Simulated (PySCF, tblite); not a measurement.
**C6H10ClN2P: geometry, infrared bands and NMR shifts**

Aim: predict the infrared bands and NMR shifts of C6H10ClN2P (`Cc1nn(C(C)C)c(Cl)p1`).

Programs: tblite 0.8.0 and PySCF 2.14.0, with density-fitted response routines of our own. Each step states its level of theory. These are calculated values for one molecule in the gas phase, unless marked as measured. Atoms count from 0, in the outputs and in this text.

## Step 1: The molecule as given

20 atoms, charge 0, multiplicity 1; geometry from: force field or distance geometry start.

Bonds of the start (Å): C0–C1 1.50, C1–N2 1.34, N2–N3 1.38, N3–C4 1.47, C4–C5 1.54, C4–C6 1.52, N3–C7 1.37, C7–Cl8 1.71, C7–P9 1.81, P9–C1 1.84, C0–H10 1.09, C0–H11 1.10, C0–H12 1.08, C4–H13 1.09, C5–H14 1.09, C5–H15 1.08, C5–H16 1.09, C6–H17 1.10, C6–H18 1.09, C6–H19 1.10.

## Step 2: Optimising the geometry with GFN2-xTB

Job settings and geometry (Å):

```
{"job": {"kind": "relax", "xc": "GFN2-xTB", "basis": "xTB"}, "charge": 0, "multiplicity": 1}
C      3.087000    -0.912400    -0.993700
C      1.953100     0.033800    -0.745300
N      0.829000    -0.417200    -0.172100
N     -0.053800     0.641000    -0.041100
C     -1.362000     0.346300     0.568400
C     -2.275000    -0.356600    -0.448300
C     -1.243100    -0.454000     1.854600
C      0.414900     1.841600    -0.508700
Cl    -0.578400     3.228500    -0.488600
P      2.100100     1.812900    -1.178700
H      3.975800    -0.599300    -0.455200
H      2.827000    -1.928100    -0.663000
H      3.305100    -0.952700    -2.052100
H     -1.815900     1.304000     0.824800
H     -3.272200    -0.501500    -0.022400
H     -2.380300     0.240600    -1.346700
H     -1.868800    -1.331300    -0.730100
H     -2.225700    -0.568200     2.334800
H     -0.851300    -1.460900     1.685800
H     -0.570500     0.044100     2.574600
```

On the command line:

```sh
$ OMP_NUM_THREADS=1 python probes_run.py task.json out
```

This one command runs all jobs of the session in turn.

**Question.** This job is followed by: GFN2-xTB harmonic vibrations, gas phase; GIAO PBE0/pcSseg-1 NMR shielding, non-relativistic, gas phase. What will the session give for the following? strongest single infrared mode (GFN2-xTB); zero-point energy (GFN2-xTB); 13C shifts against TMS (PBE0/pcSseg-1, means over atoms taken as alike); 1H shifts against TMS (PBE0/pcSseg-1, means over atoms taken as alike); 15N shifts against NH3 (PBE0/pcSseg-1); 35Cl shifts against HCl (PBE0/pcSseg-1); 31P shifts against H3PO4 (PBE0/pcSseg-1).

As calculated:

| quantity | value |
| --- | --- |
| strongest single infrared mode (GFN2-xTB) | 1315 cm⁻¹, 92 km/mol |
| zero-point energy (GFN2-xTB) | 97.2 kcal/mol |
| 13C shifts against TMS (PBE0/pcSseg-1, means over atoms taken as alike) | 180.3, 171.3, 52.8, 24.3, 21.7 ppm |
| 1H shifts against TMS (PBE0/pcSseg-1, means over atoms taken as alike) | 4.82, 2.76, 1.49 ppm |
| 15N shifts against NH3 (PBE0/pcSseg-1) | 356.8, 258.8 ppm |
| 35Cl shifts against HCl (PBE0/pcSseg-1) | 208 ppm |
| 31P shifts against H3PO4 (PBE0/pcSseg-1) | 105.0 ppm |

What this shows: The optimisation took 53 steps and gained 0.402 eV; among the close pairs (by a distance rule), C7–P9 changed most, from 1.814 to 1.733 Å. No mode is imaginary among the 54: a minimum at this level. The strongest single mode, at 1315 cm⁻¹, is carried by N3, H13, C7, N2. GFN2-xTB is a fitted tight-binding method: band positions and strengths are rough. Its intensities can rank the bands wrongly. The most deshielded hydrogen is H13 (hydrogen on an sp3 CH bonded to N), at 4.82 ppm: its carbon carries N, hence the downfield position. At PBE0/pcSseg-1: The widest tensor belongs to N2: span 489 ppm, with a paramagnetic part of -419 ppm. NICS(1)zz of -24 ppm above the planar ring from C1 marks a diatropic (aromatic) ring current.
